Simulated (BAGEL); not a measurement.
# C2H6BN (SMILES [BH3-]C#[N+]C) at HF/cc-pVDZ (density fitting with qzvpp-jkfit)

What is the energy change on altering one bond length of C2H6BN at HF/cc-pVDZ (density fitting with qzvpp-jkfit)? 

Program for the calculation: BAGEL 1.2.2.

1 further run of the same task is left out (set aside as unsound or not needed). Runs told in other sessions of the task aren't counted.

## Step 1: Starting point

C2H6BN has 10 atoms, charge 0, and is taken as a singlet. SMILES: `[BH3-]C#[N+]C`. Geometry: relaxed at GFN2-xTB.

Bond lengths: B1–C2 1.507 Å, C2–N3 1.166 Å, N3–C4 1.393 Å, B1–H5 1.193 Å, B1–H6 1.193 Å, B1–H7 1.193 Å, C4–H8 1.092 Å, C4–H9 1.092 Å, C4–H10 1.092 Å. Some angles: B1–C2–N3 179.7°, C2–N3–C4 179.6°, C2–B1–H5 106.0°, C2–B1–H6 106.3°, C2–B1–H7 106.3°, N3–C4–H8 109.6°, N3–C4–H9 109.6°, N3–C4–H10 109.6°, H5–B1–H6 112.5°, H5–B1–H7 112.6°.

## Step 2: The energy at HF/cc-pVDZ (density fitting with qzvpp-jkfit)

calc.json reads:

```json
{ "bagel" : [

{
  "title" : "molecule",
  "basis" : "cc-pvdz.json",
  "df_basis" : "qzvpp-jkfit",
  "angstrom" : "true",
  "geometry" : [
    { "atom" : "B", "xyz" : [   -1.072780,    1.180800,   -1.293730 ] },
    { "atom" : "C", "xyz" : [   -0.283340,    0.320470,   -0.341760 ] },
    { "atom" : "N", "xyz" : [    0.327180,   -0.349360,    0.391650 ] },
    { "atom" : "C", "xyz" : [    1.050220,   -1.156210,    1.266500 ] },
    { "atom" : "H", "xyz" : [   -1.682220,    0.427900,   -1.989340 ] },
    { "atom" : "H", "xyz" : [   -1.785570,    1.858750,   -0.619240 ] },
    { "atom" : "H", "xyz" : [   -0.275000,    1.823690,   -1.904190 ] },
    { "atom" : "H", "xyz" : [    1.455470,   -2.013380,    0.724350 ] },
    { "atom" : "H", "xyz" : [    1.871370,   -0.582090,    1.700840 ] },
    { "atom" : "H", "xyz" : [    0.394670,   -1.510580,    2.064920 ] }
  ]
},
{ "title" : "hf" },
{ "title" : "print", "file" : "orbitals.molden", "orbitals" : "true" }

]}
```

The basis set cc-pVDZ is read from a file made from the Basis Set Exchange's data (not shown).

Command:

```bash
$ BAGEL_NUM_THREADS=1 BAGEL calc.json > calc.out
```

Standard output:

```text
* using 1 threads per process

  ===============================================================
  ===============================================================

  *** Geometry ***

  { "atom" : "B", "xyz" : [     -2.027260,      2.231389,     -2.444795 ] },
  { "atom" : "C", "xyz" : [     -0.535435,      0.605601,     -0.645833 ] },
  { "atom" : "N", "xyz" : [      0.618281,     -0.660195,      0.740111 ] },
  { "atom" : "C", "xyz" : [      1.984628,     -2.184920,      2.393338 ] },
  { "atom" : "H", "xyz" : [     -3.178935,      0.808614,     -3.759308 ] },
  { "atom" : "H", "xyz" : [     -3.374238,      3.512528,     -1.170194 ] },
  { "atom" : "H", "xyz" : [     -0.519675,      3.446275,     -3.598398 ] },
  { "atom" : "H", "xyz" : [      2.750440,     -3.804737,      1.368823 ] },
  { "atom" : "H", "xyz" : [      3.536377,     -1.099991,      3.214122 ] },
  { "atom" : "H", "xyz" : [      0.745818,     -2.854582,      3.902133 ] },

  Number of auxiliary basis functions:      410

  Since a DF basis is specified, we compute 2- and 3-index integrals:
    o Being stored without compression. Storage requirement is 0.024 GB

  Number of basis functions:       86
  Number of electrons      :       30

    * METHOD: MOLECULE                             0.17

  *** RHF ***

  === Nuclear Repulsion ===
   102.0822741463

      * DIIS with orbital gradients will be used.

  === RHF iteration (cc-pvdz.json) ===
      0       -158.20585198          0.01222919           0.04
      1       -158.30924512          0.00481818           0.04
      2       -158.31905253          0.00229754           0.04
      3       -158.32170855          0.00068635           0.04
      4       -158.32194799          0.00007018           0.04
      5       -158.32195314          0.00001689           0.04
      6       -158.32195340          0.00000367           0.04
      7       -158.32195341          0.00000095           0.04
      8       -158.32195342          0.00000018           0.04
      9       -158.32195342          0.00000005           0.05
     10       -158.32195342          0.00000002           0.04
     11       -158.32195342          0.00000000           0.04
    * SCF iteration converged.

    * Permanent dipole moment:
           (   -1.369315,     1.506108,    -1.652528) a.u.

    * METHOD: HF                                   0.68

    * METHOD: PRINT                                0.01

  ===============================================================
```

Wall time 1 s (1 thread of Arm Neoverse V2, shared host); peak memory 0.1 GiB.

## Step 3: The distorted shape

calc.json reads:

```json
{ "bagel": [

{
  "title": "molecule",
  "basis": "cc-pvdz.json",
  "df_basis": "qzvpp-jkfit",
  "angstrom": true,
  "geometry": [
    { "atom": "B", "xyz": [      -1.559067,       2.209378,      -0.643167 ] },
    { "atom": "C", "xyz": [      -0.769627,       1.349048,       0.308803 ] },
    { "atom": "N", "xyz": [      -0.159107,       0.679218,       1.042213 ] },
    { "atom": "C", "xyz": [       0.563933,      -0.127632,       1.917063 ] },
    { "atom": "H", "xyz": [      -2.168507,       1.456478,      -1.338777 ] },
    { "atom": "H", "xyz": [      -2.271857,       2.887328,       0.031323 ] },
    { "atom": "H", "xyz": [      -0.761287,       2.852268,      -1.253627 ] },
    { "atom": "H", "xyz": [       1.455470,      -2.013380,       0.724350 ] },
    { "atom": "H", "xyz": [       1.385083,       0.446488,       2.351403 ] },
    { "atom": "H", "xyz": [      -0.091617,      -0.482002,       2.715483 ] }
  ]
},

{ "title": "hf" },

{ "title": "print", "file": "orbitals.molden", "orbitals": true }

]}
```

The basis set cc-pVDZ is read from a file made from the Basis Set Exchange's data (not shown).

Command:

```bash
$ BAGEL_NUM_THREADS=1 BAGEL calc.json > calc.out
```

Standard output:

```text
* using 1 threads per process

  ===============================================================
  ===============================================================

  *** Geometry ***

  { "atom" : "B", "xyz" : [     -2.946210,      4.175119,     -1.215409 ] },
  { "atom" : "C", "xyz" : [     -1.454384,      2.549331,      0.583553 ] },
  { "atom" : "N", "xyz" : [     -0.300669,      1.283536,      1.969497 ] },
  { "atom" : "C", "xyz" : [      1.065679,     -0.241190,      3.622724 ] },
  { "atom" : "H", "xyz" : [     -4.097884,      2.752345,     -2.529922 ] },
  { "atom" : "H", "xyz" : [     -4.293188,      5.456259,      0.059192 ] },
  { "atom" : "H", "xyz" : [     -1.438624,      5.390005,     -2.369012 ] },
  { "atom" : "H", "xyz" : [      2.750440,     -3.804737,      1.368823 ] },
  { "atom" : "H", "xyz" : [      2.617428,      0.843740,      4.443508 ] },
  { "atom" : "H", "xyz" : [     -0.173131,     -0.910852,      5.131519 ] },

  Number of auxiliary basis functions:      410

  Since a DF basis is specified, we compute 2- and 3-index integrals:
    o Being stored without compression. Storage requirement is 0.024 GB

  Number of basis functions:       86
  Number of electrons      :       30

    * METHOD: MOLECULE                             0.18

  *** RHF ***

  === Nuclear Repulsion ===
    99.2455235563

      * DIIS with orbital gradients will be used.

  === RHF iteration (cc-pvdz.json) ===
      0       -157.95847008          0.01311972           0.05
      1       -158.08209731          0.00699162           0.05
      2       -158.10801933          0.00253293           0.05
      3       -158.11220036          0.00095559           0.05
      4       -158.11276335          0.00020176           0.05
      5       -158.11280574          0.00007128           0.05
      6       -158.11281315          0.00003171           0.05
      7       -158.11281454          0.00001009           0.05
      8       -158.11281464          0.00000521           0.05
      9       -158.11281467          0.00000317           0.05
     10       -158.11281468          0.00000179           0.05
     11       -158.11281469          0.00000056           0.05
     12       -158.11281469          0.00000025           0.05
     13       -158.11281469          0.00000011           0.05
     14       -158.11281469          0.00000004           0.05
     15       -158.11281469          0.00000002           0.05
     16       -158.11281469          0.00000001           0.05
     17       -158.11281469          0.00000001           0.05
    * SCF iteration converged.

    * Permanent dipole moment:
           (   -0.977774,     0.879936,    -1.702383) a.u.

    * METHOD: HF                                   0.97

    * METHOD: PRINT                                0.01

  ===============================================================
```

Wall time 1.3 s (1 thread of Arm Neoverse V2, shared host); peak memory 0.099 GiB.

## Step 4: Results

Level: HF/cc-pVDZ (density fitting with qzvpp-jkfit).

| quantity | value |
| --- | --- |
| first shape: total energy | -158.32195 Eh |
| first shape: dipole moment | 6.66 D |
| first shape: HOMO energy | -11.24 eV |
| first shape: LUMO energy | 3.99 eV |
| first shape: HOMO–LUMO gap | 15.24 eV |
| distorted shape: total energy | -158.11281 Eh |
| distorted shape: dipole moment | 5.47 D |
| distorted shape: HOMO energy | -9.88 eV |
| distorted shape: LUMO energy | -1.20 eV |
| distorted shape: HOMO–LUMO gap | 8.68 eV |
| energy change with the C4–H8 bond stretched from 1.092 to 2.403 Å | 5.691 eV |

What this shows: With the C4–H8 bond stretched from 1.092 to 2.403 Å the energy rises by 5.69 eV (549 kJ/mol). The first shape isn't relaxed at this level, so the change isn't measured from a minimum. A restricted reference can't describe the breaking bond well at this length.
